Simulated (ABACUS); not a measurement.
The system is NiMoIrPdW.

```xyz
5
Lattice="9.9078 0.0000 0.0000 9.1500 3.8002 0.0000 -9.5289 -1.9001 1.9375" Properties=species:S:1:pos:R:3 pbc="T T T"
Ir    7.6124    1.5180    0.0000
W    18.9748    3.7837    0.0000
Pd   15.1147    3.0140    0.0000
Mo   11.6104    2.3152    0.0000
Ni    3.7852    0.7548    0.0000
```

The cell was built by a generator and needn't be a form met in nature.

Base run:

* Program: ABACUS 3.10.1
* Functional: PBE
* Potentials or basis: SPMS ONCV 1.0 PBE
* Cutoff: 1361 eV
* Density cutoff: 5442 eV
* Basis: DZP LCAO (the cutoffs set its grid)
* k mesh: 10 × 10 × 10
* Occupations: fermi-dirac, width 0.05 eV
* Spin: collinear spin, ferromagnetic start
* Starting moments: [0.6, 0.0, 0.0, 1.0, 1.0] μB

Its results: band gap on the k mesh none (metal or under the smearing width); pressure 0.6 GPa; net moment 0.00 μB per cell; largest force 0.107 eV/Å.

**Question.** The run is repeated on the same cell with these changes: potentials or basis from SPMS ONCV 1.0 PBE to PseudoDojo NC FR 0.4 PBE standard; k mesh from 10 × 10 × 10 to 8 × 8 × 8. What comes out?

**Answer.** Band gap on the k mesh none (metal or under the smearing width); pressure -0.7 GPa; net moment 0.00 μB per cell; largest force 0.200 eV/Å.

Caveats: some runs use coarse meshes; the atomic orbitals were generated for these runs and aren't a published set; the basis of atomic orbitals isn't converged, which shifts pressures, moduli and gaps; this set's palladium file may shift the pressure by some GPa (some runs).
